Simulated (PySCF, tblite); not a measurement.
# C₄H₆F₂O₂Si: geometry, infrared bands and NMR shifts

Wanted: the infrared bands and NMR shifts of C₄H₆F₂O₂Si (`O=C[C@@H]1OC[C@H](F)[Si@@H]1F`), by calculation.

Computed with tblite 0.8.0 and PySCF 2.14.0, with density-fitted response routines of our own, on a single molecule in the gas phase. Atoms count from 0, in the outputs and in this text.

### Step 1. The molecule as given

15 atoms, charge 0, multiplicity 1; geometry from: force field or distance geometry start.

Bonds of the start (Å): O0–C1 1.24, C1–C2 1.50, C2–O3 1.45, O3–C4 1.45, C4–C5 1.54, C5–F6 1.37, C5–Si7 1.89, Si7–F8 1.60, Si7–C2 1.89, C1–H9 1.09, C2–H10 1.09, C4–H11 1.10, C4–H12 1.10, C5–H13 1.08, Si7–H14 1.49.

### Step 2. Optimising the geometry with GFN2-xTB

What the job is given:

```
{"job": {"kind": "relax", "xc": "GFN2-xTB", "basis": "xTB"}, "charge": 0, "multiplicity": 1}
O      3.289200     0.320600     0.378800
C      2.251600     0.113900    -0.275300
C      0.948700    -0.250700     0.382000
O      0.357700    -1.334900    -0.383800
C     -1.086100    -1.255700    -0.292100
C     -1.544400     0.204500    -0.480000
F     -1.495800     0.521500    -1.807800
Si    -0.245200     1.219300     0.442700
F      0.275500     2.438500    -0.444400
H      2.243100     0.216500    -1.360300
H      1.128500    -0.618100     1.390300
H     -1.506600    -1.898600    -1.079600
H     -1.395700    -1.648500     0.687000
H     -2.559800     0.357700    -0.131900
H     -0.665000     1.622000     1.815900
```

Run with:

```sh
OMP_NUM_THREADS=1 python probes_run.py task.json out
```

This one command runs all jobs of the session in turn.

**Question.** This job is followed by: GFN2-xTB harmonic vibrations, gas phase; GIAO PBE0/pcSseg-1 NMR shielding, non-relativistic, gas phase. Predict these results of the whole session: strongest single infrared mode (GFN2-xTB); zero-point energy (GFN2-xTB); 13C shifts against TMS (PBE0/pcSseg-1); 1H shifts against TMS (PBE0/pcSseg-1); 17O shifts against H2O (PBE0/pcSseg-1); 19F shifts against CFCl3 (PBE0/pcSseg-1); 29Si shifts against TMS (PBE0/pcSseg-1).

The runs gave:

| quantity | value |
| --- | --- |
| strongest single infrared mode (GFN2-xTB) | 1768 cm⁻¹, 391 km/mol |
| zero-point energy (GFN2-xTB) | 60.9 kcal/mol |
| 13C shifts against TMS (PBE0/pcSseg-1) | 207.3, 89.1, 87.9, 80.9 ppm |
| 1H shifts against TMS (PBE0/pcSseg-1) | 10.31, 5.42, 5.02, 4.85, 3.71, 3.70 ppm |
| 17O shifts against H2O (PBE0/pcSseg-1) | 679.7, 49.0 ppm |
| 19F shifts against CFCl3 (PBE0/pcSseg-1) | -222.2, -246.4 ppm |
| 29Si shifts against TMS (PBE0/pcSseg-1) | 16.7 ppm |

In words: Over 87 steps the energy fell by 0.321 eV; of the close pairs, Si7–H14 changed most, 1.491 to 1.445 Å. No mode is imaginary among the 39: a minimum at this level. The strongest single mode, at 1768 cm⁻¹, moves mainly C1 and O0. Unscaled tight-binding wavenumbers are off by several per cent, some by more. Its intensities can rank the bands wrongly. The most deshielded carbon is C1 (aldehyde carbonyl carbon), at 207.3 ppm: low-lying n→π* states of the double bond to the heteroatom give a large paramagnetic term (-268 ppm). The most deshielded hydrogen is H9 (hydrogen on an aldehyde carbonyl carbon), at 10.31 ppm: deshielded by the polar, anisotropic C=O bond. At PBE0/pcSseg-1: Shielding is most anisotropic at O0 (span 1372 ppm, paramagnetic term -739 ppm).
